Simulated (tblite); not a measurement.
# C7H11ClSi2: the cost of one run

Programs: tblite 0.8.0 and PySCF 2.14.0, with density-fitted response routines of our own. Each step states its level of theory. These are calculated values for one molecule in the gas phase, unless marked as measured. Atoms are numbered from 0 throughout.

### Step 1. The molecule as given

21 atoms, charge 0, multiplicity 1; geometry from: force field or distance geometry start.

Bonds of the start (Å): C0–C1 1.23, C1–Si2 1.79, Si2–C3 1.89, C3–Cl4 1.76, C3–C5 1.51, C5–C6 1.51, C6–Si7 1.89, Si7–C8 1.87, C8–C9 1.48, C8–C3 1.53, C9–C5 1.53, C0–H10 1.05, Si2–H11 1.47, Si2–H12 1.49, C5–H13 1.10, C6–H14 1.10, C6–H15 1.10, Si7–H16 1.45, Si7–H17 1.47, C8–H18 1.05, C9–H19 1.11, C9–H20 1.11.

### Step 2. Relaxing the molecule with GFN2-xTB

What the job is given:

```
{"job": {"kind": "relax", "xc": "GFN2-xTB", "basis": "xTB"}, "charge": 0, "multiplicity": 1}
C      4.362900     0.284600     0.241600
C      3.272900    -0.281100     0.231500
Si     1.691900    -1.119000     0.232700
C      0.275400     0.135800     0.288200
Cl     0.662300     1.654100     1.083500
C     -0.538400     0.210800    -0.975800
C     -1.544700     1.328100    -0.806400
Si    -2.077000     0.870800     0.947400
C     -0.921000    -0.598600     0.899300
C     -1.194600    -1.074300    -0.475100
H      5.278100     0.797500     0.233400
H      1.536900    -2.041000    -0.904900
H      1.559300    -1.906500     1.494800
H      0.001600     0.157600    -1.931500
H     -1.094500     2.333500    -0.842900
H     -2.394900     1.196000    -1.490500
H     -1.711100     1.867100     1.932200
H     -3.491000     0.468400     0.996200
H     -0.823100    -1.225400     1.732900
H     -0.600300    -1.959500    -0.787100
H     -2.259700    -1.081900    -0.790600
```

On the command line:

```sh
OMP_NUM_THREADS=1 python probes_run.py task.json out
```

This one command runs all jobs of the session in turn.

**Question.** How long does this first job take on 1 thread of Arm Neoverse N1, shared host, and how much memory does it need?

About 2.7 s, with a peak of 0.18 GiB.
